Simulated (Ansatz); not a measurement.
Predict the output of the script below (the Ansatz DFT code, driven from Python).

`formation_nbmoo4.py`
```python
"""Formation energy of NbMoO4 from the elements, after relaxing cells and atoms."""

from collections import Counter
import warnings

import ansatz as az
import numpy as np

MIXING_BETA = 0.2
N_EMPTY = 4
FUNCTIONAL = "lda"
K_SPACING = 0.3
SMEARING = "fermi_dirac"
SIGMA = 0.05

PHASES = {
    "NbMoO4": (
        [(3.34647054, -3.38970604, 0.0), (3.34647054, 3.38970604, 0.0), (0.0, 0.0, 3.14576661)],
        [
            ("Nb", (0.5, 0.5, 0.5)),
            ("Mo", (0.0, 0.0, 0.0)),
            ("O", (0.19840874, 0.19840874, 0.5)),
            ("O", (0.80159126, 0.80159126, 0.5)),
            ("O", (0.69763931, 0.30236069, 0.0)),
            ("O", (0.30236069, 0.69763931, 0.0)),
        ],
    ),
    "Nb": (
        [(-1.66395, 1.66395, 1.66395), (1.66395, -1.66395, 1.66395), (1.66395, 1.66395, -1.66395)],
        [
            ("Nb", (0.0, 0.0, 0.0)),
        ],
    ),
    "Mo": (
        [(-1.573415, 1.573415, 1.573415), (1.573415, -1.573415, 1.573415), (1.573415, 1.573415, -1.573415)],
        [
            ("Mo", (0.0, 0.0, 0.0)),
        ],
    ),
    "O2": (
        [(9.0, 0.0, 0.0), (0.0, 9.5, 0.0), (0.0, 0.0, 10.0)],
        [
            ("O", (0.5, 0.5, 0.4385)),
            ("O", (0.5, 0.5, 0.5615)),
        ],
    ),
}
MOMENTS = {"Mo": 1.0}  # parallel starting moments in muB


def build(vectors, sites):
    crystal = az.Crystal(lattice=az.Lattice.of(vectors))
    for symbol, position in sites:
        crystal = crystal.atom(symbol, position)
    return crystal

POLARISED = {"NbMoO4", "O2"}

GASES = {"O2"}


def solve(name, crystal):
    calc = (
        crystal.calculation()
        .mixing("anderson", ndim=4, beta=MIXING_BETA)
        .eigensolver("davidson", mixed_precision=False)
        .pseudopotentials("nc")
        .scf(extra_bands=N_EMPTY, lower_state_search="standard")
        .functional(FUNCTIONAL)
        .kpoints(spacing=K_SPACING)
        .occupations(SMEARING, width=SIGMA)
        .stress()
    )
    if name in POLARISED:
        calc = calc.spin("collinear")
    if name in GASES:
        return calc.kpoints(1, 1, 1).relax(force_tolerance=0.03, max_steps=60).run()
    calc = calc.relax(force_tolerance=0.03, max_steps=60, cell=True)
    return calc.run()


def counts(outcome):
    return Counter(site.symbol for site in outcome.lattice.sites)

def formation_energy(outcome, mu):
    n = counts(outcome)
    return (outcome.report["energy_sigma0_ev"] - sum(k * mu[element] for element, k in n.items())) / sum(n.values())


def volume_per_atom(outcome):
    return abs(np.linalg.det(outcome.lattice.cell_ang)) / len(outcome.lattice.sites)

warnings.simplefilter("ignore", az.DeckWarning)

phases = {name: build(*cell) for name, cell in PHASES.items()}
for name in ["NbMoO4"]:
    phases[name] = phases[name].moments({e: m for e, m in MOMENTS.items() if e in phases[name].species()})
phases["O2"] = phases["O2"].moments(O=1.0)

done = {}
for name, crystal in phases.items():
    done[name] = solve(name, crystal)
    print(f"{name}: {done[name].report['energy_sigma0_ev']:.4f} eV, {len(done[name].lattice.sites)} atoms")

# energy of one atom in its reference phase
references = {"Nb": "Nb", "Mo": "Mo", "O": "O2"}
mu = {element: done[name].report["energy_sigma0_ev"] / len(done[name].lattice.sites) for element, name in references.items()}

target = done["NbMoO4"]
heat = formation_energy(target, mu)
for element, value in mu.items():
    print(f"mu({element}) = {value:.4f} eV from {references[element]}, {volume_per_atom(done[references[element]]):.2f} A^3/atom")
print(f"formation energy of NbMoO4: {heat:.4f} eV/atom = {96.4853 * heat:.1f} kJ/mol of atoms")
# no correction for the overbinding of the gas molecule is applied
```

```console
$ python formation_nbmoo4.py
RunWarning: the starting moments were not kept: the SCF closed with an absolute magnetisation of 1.3e-3 μB, where they sum to 1 μB in size (1 site). That is at most 0.1 of that sum. The system's moment may be that small; this SCF shows only that its start led to no larger one. This SCF took its magnetisation from the [...]
NbMoO4: -5413.2443 eV, 6 atoms
Nb: -1696.5440 eV, 1 atoms
Mo: -1914.8604 eV, 1 atoms
O2: -893.2249 eV, 2 atoms
mu(Nb) = -1696.5440 eV from Nb, 17.12 A^3/atom
mu(Mo) = -1914.8604 eV from Mo, 15.05 A^3/atom
mu(O) = -446.6125 eV from O2, 427.50 A^3/atom
formation energy of NbMoO4: -2.5650 eV/atom = -247.5 kJ/mol of atoms
```
(Warnings from the package without file and line, shortened, repeats left out.)

The formation energy is -2.565 eV an atom (-247.5 kJ per mole of atoms), so NbMoO4 lies below the reference phases.

Notes:
- The settings weren't tested for convergence.
- The SCF didn't keep the moments it started from (some shrank, vanished or turned); what is printed is the state reached.
- For the metals among these phases the mesh is modest: differences between phases can be off by up to 40 meV an atom.
- The cells come from databases of deposited and of computed structures, and not all need be stable phases.
- The compound is the structure given, not necessarily its lowest; energies are at zero temperature, with no correction for gases. Magnetic phases start from parallel moments and may not end in their lowest magnetic state. A semilocal functional's error on such energies is often 0.05 to 0.1 eV an atom, and 0.1 to 0.3 eV against gases such as O2 or F2.
- The script silences the warnings on its input, which a real study should read.
- Timing: 7.6 min on 1 thread of Intel(R) Xeon(R) Platinum 8559C (Emerald Rapids), with other jobs on the host, peak memory 1.4 GiB.
